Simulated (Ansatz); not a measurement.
**C₃H₄FNSi: basis-set convergence**

Aim: see how fast density functionals converge with the basis set for C₃H₄FNSi.

The runs use Ansatz 0.2.0, Gaussian basis; one geometry, several basis sets.

The runs, in order: PBE0-D4/def2-SVP; ωB97M-V/def2-SVP; PBE0-D4/def2-QZVPP; ωB97M-V/def2-QZVPP; the functionals' def2-TZVPP values are taken from earlier runs.

**1. The relaxed structure**

The geometry comes from an earlier relaxation with PBE0-D4 in a triple-zeta def2 set; it is a stationary point, not always the lowest conformer.

10 atoms, charge 0, spin multiplicity 1.

Atoms are counted from 1 here; the program's logs count them from 0.

Bond lengths: C1–C2 1.330 Å, C1–H7 1.086 Å, C1–H8 1.086 Å, C2–Si3 1.837 Å, C2–H9 1.088 Å, Si3–F4 1.591 Å, Si3–C5 1.852 Å, Si3–H10 1.476 Å, C5–N6 1.152 Å. Angles: C2–C1–H7 121.8°, C2–C1–H8 121.9°, H7–C1–H8 116.3°, C1–C2–Si3 121.8°, C1–C2–H9 119.2°, Si3–C2–H9 118.9°, C2–Si3–F4 109.7°, C2–Si3–C5 109.5°, C2–Si3–H10 114.7°, F4–Si3–C5 107.0°, F4–Si3–H10 109.0°, C5–Si3–H10 106.6°, Si3–C5–N6 177.6°.

Coordinates:

```xyz
10

C    -0.8508   -1.5186   -0.6303
C    -0.1617   -0.3987   -0.8327
Si    0.8037    0.4005    0.5099
F     0.6193   -0.4177    1.8615
C     0.1461    2.1050    0.8145
N    -0.2577    3.1742    0.9568
H    -0.8793   -2.0054    0.3397
H    -1.4176   -1.9945   -1.4249
H    -0.1647    0.0559   -1.8216
H     2.2458    0.5484    0.2299
```

**2. PBE0-D4 in def2-SVP**

File in.yaml:

```yaml
crystal:
  periodic: [false, false, false]
  atoms:
    - {symbol: C, position_ang: [-0.850838, -1.518605, -0.630343]}
    - {symbol: C, position_ang: [-0.161695, -0.398719, -0.832705]}
    - {symbol: Si, position_ang: [0.803686, 0.400503, 0.509903]}
    - {symbol: F, position_ang: [0.619283, -0.417681, 1.861521]}
    - {symbol: C, position_ang: [0.146056, 2.104950, 0.814531]}
    - {symbol: N, position_ang: [-0.257682, 3.174151, 0.956783]}
    - {symbol: H, position_ang: [-0.879256, -2.005419, 0.339688]}
    - {symbol: H, position_ang: [-1.417612, -1.994544, -1.424899]}
    - {symbol: H, position_ang: [-0.164725, 0.055889, -1.821565]}
    - {symbol: H, position_ang: [2.245783, 0.548374, 0.229886]}
basis:
  gaussian: {orbitals: def2-SVP}
hamiltonian: {xc: pbe0, dispersion: d4}
output: {orbitals: {seedname: orbitals}}
```

Started as:

```console
$ ansatz run in.yaml --threads 4 --pin off --events-out ev --progress --plain --max-ram 10444MiB
```

After this run come: ωB97M-V in def2-SVP; PBE0-D4 in def2-QZVPP; ωB97M-V in def2-QZVPP.

**Question.** What will the summary of the whole plan be? Wanted: PBE0-D4: double and triple zeta above quadruple; ωB97M-V: double and triple zeta above quadruple.

The runs gave:

```
                                       quantity           value
PBE0-D4: double and triple zeta above quadruple  12.29, 0.67 eV
ωB97M-V: double and triple zeta above quadruple  12.53, 0.62 eV
```

**Reading.** PBE0-D4 gains 11.62 eV from double to triple zeta, then 0.67 eV more. Total energies overstate the basis error of differences, where much of it tends to cancel.
